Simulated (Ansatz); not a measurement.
# H5InO2Si: the cost of one run

All numbers below are computed with Ansatz 0.2.0 (RKS PBE0-D4/def2-SVP).

**1. The starting structure**

Bond lengths: O1–In2 1.932 Å, In2–O3 1.954 Å, O3–Si4 1.611 Å, O1–H5 0.958 Å, In2–H6 1.670 Å, Si4–H7 1.463 Å, Si4–H8 1.480 Å, Si4–H9 1.473 Å. Angles: O1–In2–O3 115.4°, O1–In2–H6 127.6°, O3–In2–H6 117.0°, In2–O1–H5 112.1°, In2–O3–Si4 138.5°, O3–Si4–H7 103.2°, O3–Si4–H8 111.3°, O3–Si4–H9 109.4°, H7–Si4–H8 111.4°, H7–Si4–H9 112.8°, H8–Si4–H9 108.6°.

As a file:

```xyz
9

O    -2.1096    1.2476   -0.6262
In   -0.5459    1.6239    0.4441
O     0.8164    0.2237    0.4578
Si    0.9821   -1.3025   -0.0313
H    -2.0499    0.3973   -1.0645
H    -0.2203    3.0060    1.3241
H     2.4297   -1.5100    0.0035
H     0.4420   -1.4921   -1.3965
H     0.2555   -2.1939    0.8888
```

**2. Relaxing end A**

input.yaml

```yaml
crystal:
  periodic: [false, false, false]
  atoms:
    - { symbol: O, position_ang: [-2.10962, 1.24758, -0.6262] }
    - { symbol: In, position_ang: [-0.54587, 1.62392, 0.44412] }
    - { symbol: O, position_ang: [0.81641, 0.22366, 0.45784] }
    - { symbol: Si, position_ang: [0.98215, -1.30245, -0.03128] }
    - { symbol: H, position_ang: [-2.0499, 0.39732, -1.06449] }
    - { symbol: H, position_ang: [-0.22025, 3.00596, 1.32409] }
    - { symbol: H, position_ang: [2.42965, -1.50996, 0.00353] }
    - { symbol: H, position_ang: [0.44195, -1.49211, -1.39646] }
    - { symbol: H, position_ang: [0.25548, -2.19392, 0.88884] }
basis:
  gaussian: { orbitals: def2-SVP }
hamiltonian:
  xc: pbe0
  dispersion: d4
relax:
  f_tol: 0.02
  max_steps: 50
output:
  orbitals: {}
```

The run is started by

```console
$ ansatz run input.yaml --threads 2 --pin off --max-ram 3072MiB --backend cpu --events-out ev --progress --plain --runs-dir out
```

**Question.** How long does this run take on 2 threads of Arm Neoverse V2, shared host, and how much memory does it need?

About 38 s, with a peak of 0.21 GiB.
